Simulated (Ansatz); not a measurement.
The system is CsLiCr2Te2S3.

```xyz
9
Lattice="3.4216 -5.1807 0.0078 3.4216 5.1807 0.0078 -2.9041 0.0000 7.4309" Properties=species:S:1:pos:R:3 pbc="T T T"
Cs    0.6167    0.0000    0.0649
Li    2.4219    0.0000    4.1212
Cr    0.1728    2.1297    4.1498
Cr    0.1728   -2.1297    4.1498
Te    4.0786    1.5993    2.1688
Te    4.0786   -1.5993    2.1688
S     2.0049   -2.1476    5.4598
S     2.0049    2.1476    5.4598
S     0.0600    0.0000    3.5978
```

The cell was built by a generator and needn't be a form met in nature.

Below is the output of Ansatz 0.2.0 for this cell. Logs are shortened: lines on timing, memory, paths and dates and some standing lists are left out, and cuts for length are marked.

```text
Warning: RAYON_NUM_THREADS=8 ignored (pool sized by the plan → 8); use --threads N
scf.n_extra_bands = 22 over 45 filled bands (N_el = 90.0): the run solves 67 bands
Engine: ansatz 0.2.0, aarch64-unknown-linux-gnu
Pseudopotentials: kind: paw
Pseudopotential: Cs, paw, valence charge 9, recommended cutoff 420 eV (normal), Cs.paw.azcp
Pseudopotential: Li, paw, valence charge 3, recommended cutoff 420 eV (normal), Li.paw.azcp
Pseudopotential: Cr, paw, valence charge 14, recommended cutoff 420 eV (normal), Cr.paw.azcp
Pseudopotential: Te, paw, valence charge 16, recommended cutoff 420 eV (normal), Te.paw.azcp
Pseudopotential: S, paw, valence charge 6, recommended cutoff 420 eV (normal), S.paw.azcp
Functional definition: SPW92
  exchange = slater_x
  correlation = pw_c
[... 79 lines left out ...]
  atom   2  Li    -0.04704827     0.00000000    -0.00251043
  atom   3  Cr     0.08662377    -0.03761821     0.04409178
  atom   4  Cr     0.08662377     0.03761821     0.04409178
  atom   5  Te    -0.01011316     0.15942353     0.37943290
  atom   6  Te    -0.01011316    -0.15942353     0.37943290
  atom   7  S     -0.05715913    -0.16328893    -0.54447512
  atom   8  S     -0.05715913     0.16328893    -0.54447512
  atom   9  S      0.04743252     0.00000000     0.20193572
  max |Σ_I F_I| component: 1.87e-5 eV/Å
--- Stress (GPa, compression-positive) ---
       -3.713917       0.000000      -0.032216
        0.000000      -4.262513       0.000000
       -0.032217       0.000000      -3.585472
  P = ⅓ Tr σ = -3.8540 GPa (-38.540 kbar)
--- Band table (eV; the first three rows and the last of 66) ---
  k-point 0 ↑: bands = ["-66.7258", "-66.7250", "-39.5807", "-38.4799", "-38.4774", "-38.4610", "-38.4498", "-38.3505", "-38.3492", "-30.9166", "-30.8943", "-30.8909", "-30.8859", "-30.8848", "-30.8749", "-30.8304", "-30.8282", "-30.8240", "-30.8232", "-16.3438", "-7.7461", "-7.0415", "-6.9148", "-5.6886", "-4.4841", "-3.1172", "-3.1015", "-3.1000", "0.2369", "0.9590", "1.1234", "1.3131", "1.6151", "1.8625", "2.0231", "2.1112", "2.1443", "2.9235", "3.0192", "3.2077", "3.4112", "3.7966", "4.3396", "4.4853", "4.7585", "5.0309", "5.0490", "5.3304", "5.6349", "6.1347", "6.4785", "7.0487", "7.4123", "8.1323", "9.3221", "9.7182", "10.0812", "10.3984", "10.6270", "10.8392", "11.5366", "11.7780", "12.0966", "12.3328", "12.7983", "12.8658", "13.0540"]
  k-point 1 ↑: bands = ["-66.7258", "-66.7250", "-39.5807", "-38.4799", "-38.4774", "-38.4610", "-38.4498", "-38.3505", "-38.3492", "-30.9166", "-30.8943", "-30.8909", "-30.8859", "-30.8848", "-30.8749", "-30.8304", "-30.8282", "-30.8240", "-30.8232", "-16.3437", "-7.7485", "-7.0371", "-6.9150", "-5.6959", "-4.4853", "-3.1189", "-3.0987", "-3.0935", "0.2448", "0.9787", "1.2218", "1.3126", "1.6198", "1.8635", "2.0012", "2.0751", "2.1740", "2.8509", "2.9767", "3.2316", "3.3324", "3.8057", "4.3251", "4.4886", "4.7551", "5.0475", "5.0486", "5.3762", "5.5814", "6.0897", "6.2386", "7.0433", "7.4001", "8.5921", "9.1927", "9.8700", "9.9851", "10.4715", "11.0265", "11.0680", "11.4021", "11.7687", "12.0983", "12.3721", "12.5357", "12.6983", "13.1218"]
  k-point 2 ↑: bands = ["-66.7258", "-66.7250", "-39.5807", "-38.4799", "-38.4774", "-38.4610", "-38.4498", "-38.3505", "-38.3492", "-30.9166", "-30.8943", "-30.8909", "-30.8859", "-30.8848", "-30.8749", "-30.8304", "-30.8282", "-30.8240", "-30.8232", "-16.3437", "-7.7509", "-7.0327", "-6.9151", "-5.7032", "-4.4866", "-3.1190", "-3.0973", "-3.0870", "0.2527", "0.9936", "1.3124", "1.3558", "1.6094", "1.8713", "1.9842", "1.9917", "2.2429", "2.7676", "2.9343", "3.2442", "3.2589", "3.8124", "4.3112", "4.4881", "4.7517", "5.0488", "5.0628", "5.4218", "5.5380", "6.0348", "6.0579", "7.0366", "7.3874", "8.9210", "9.5412", "9.8112", "10.1363", "10.1554", "11.0616", "11.0769", "11.5930", "11.8572", "12.1541", "12.3701", "12.5036", "12.6201", "13.1343"]
  k-point 32 ↓: bands = ["-64.6024", "-64.6015", "-39.5790", "-36.4122", "-36.4094", "-36.3609", "-36.3562", "-36.3275", "-36.3156", "-30.9504", "-30.9271", "-30.9223", "-30.9177", "-30.9168", "-30.9059", "-30.8555", "-30.8549", "-30.8513", "-30.8504", "-16.3427", "-7.4632", "-7.2291", "-6.9211", "-5.5614", "-5.0418", "-3.1443", "-3.0995", "-3.0618", "0.8256", "1.1295", "1.3954", "1.6540", "1.9489", "2.1629", "2.3292", "2.5004", "2.6128", "2.9227", "3.0045", "3.3813", "4.0315", "4.7605", "5.2297", "6.0476", "6.2203", "6.3988", "6.4307", "6.7899", "6.9505", "7.2359", "7.3259", "7.3508", "8.0026", "9.5673", "9.6716", "10.0617", "10.4867", "10.5968", "10.7065", "11.0525", "11.2290", "11.5035", "11.8318", "12.2524", "12.4248", "12.5793", "12.6130"]
```

**Question.** Write the input and the command behind it.

**Answer.** Band structure with LDA, collinear spin, ferromagnetic start. The files as run (others can give the same):

input.yaml
```yaml
crystal:
  lattice:
    - [3.42162, -5.18069, 0.00784]
    - [3.42162, 5.18069, 0.00784]
    - [-2.90411, 0.0, 7.43093]
  atoms:
    - { symbol: Cs, position: [0.09374, 0.09374, 0.00853] }
    - { symbol: Li, position: [0.58875, 0.58875, 0.55336] }
    - { symbol: Cr, position: [0.05646, 0.46755, 0.5579], spin: 3.0 }
    - { symbol: Cr, position: [0.46755, 0.05646, 0.5579], spin: 3.0 }
    - { symbol: Te, position: [0.56486, 0.87357, 0.29035] }
    - { symbol: Te, position: [0.87357, 0.56486, 0.29035] }
    - { symbol: S, position: [0.81151, 0.39697, 0.73347] }
    - { symbol: S, position: [0.39697, 0.81151, 0.73347] }
    - { symbol: S, position: [0.21404, 0.21404, 0.48371] }
hamiltonian:
  xc: lda
  pseudopotentials: { kind: paw }
magnetization:
  spin_polarized: true
kpoints:
  mp_grid: { grid: [5, 5, 4] }
  band_path:
    path:
      - [[0.0, 0.0, 0.0], [-0.3590512451, -0.3590512451, 0.0920144226], [-0.4106706465, -0.4106706465, 0.4246263637], [-0.3074318437, -0.3074318437, 0.7594024814], [0.0, 0.0, 0.5], [-0.5, 0.5, 0.5], [-0.5893293535, 0.4106706465, 0.5753736363]]
      - [[-0.6925681563, 0.3074318437, 0.2405975186], [-0.6409487549, 0.3590512451, -0.0920144226], [-0.5, 0.5, 0.0], [0.0, 0.0, 0.0], [-0.5, 0.0, 0.0]]
      - [[-0.5, 0.0, 0.5], [0.0, 0.0, 0.0]]
    npoints: 10
scf:
  occupations: { method: fermi_dirac, width: 0.05 }
  n_extra_bands: 22
output:
  forces: true
  stress: true
  eigenvalues: true
  fatbands: false
```

Potentials or basis: Ansatz PAW.
Command:
```console
$ ansatz run input.yaml --threads 8 --pin off --max-ram 20480MiB --backend cpu --events-out ev --progress --plain --runs-dir out
```

Caveat: spin-orbit coupling is left out, which moves the levels of the heavy elements; only a ferromagnetic start was run, and an antiferromagnetic order may lie lower in energy; the PAW data sets come from PBE, with cores solved anew for the run's functional, which leaves a small shift of forces and pressure.
